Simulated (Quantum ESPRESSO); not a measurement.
Crystal: CuF3.

```
Cu F
1.0
     3.76477    0.00000    0.00000
     0.00000    3.76477    0.00000
     0.00000    0.00000    3.76477
Cu F
1 3
Direct
  0.00000 0.00000 0.00000
  0.50000 0.00000 0.00000
  0.00000 0.00000 0.50000
  0.00000 0.50000 0.00000
```

The cell comes from a database or a generator and needn't be the stable form of this composition.

Base run:

| Item | Value |
| --- | --- |
| Program | Quantum ESPRESSO 7.5 |
| Functional | PBE |
| Potentials or basis | GBRV 1.5 PBE |
| Cutoff | 762 eV |
| Density cutoff | 6095 eV |
| k mesh | 5 × 5 × 5 |
| Occupations | gaussian, width 0.05 eV |
| Spin | collinear spin, ferromagnetic start |
| Starting moments | [2.0, 0.0, 0.0, 0.0] μB |
| Hubbard terms | Cu d U = 3 eV |

Its results: band gap on the k mesh none (metal or under the smearing width); pressure 3.1 GPa; net moment 0.91 μB per cell; site moments Cu +0.61; F +0.09 μB.

Q: The run is repeated on the same cell with these changes: potentials or basis from GBRV 1.5 PBE to JTH 2.0 PBE; cutoff from 762 eV to 735 eV; density cutoff from 6095 eV to 4408 eV; hubbard terms from Cu d U = 3 eV to none. What comes out?

A: Band gap on the k mesh none (metal or under the smearing width); pressure 3.0 GPa; net moment 0.39 μB per cell; site moments Cu +0.25; F +0.04 μB.

Caveats: a cell with one magnetic atom can't hold antiferromagnetic order, which such compounds often take (some runs); semilocal functionals often make such compounds metallic where correlation or magnetic order opens a gap, which also shifts bond lengths (some runs).
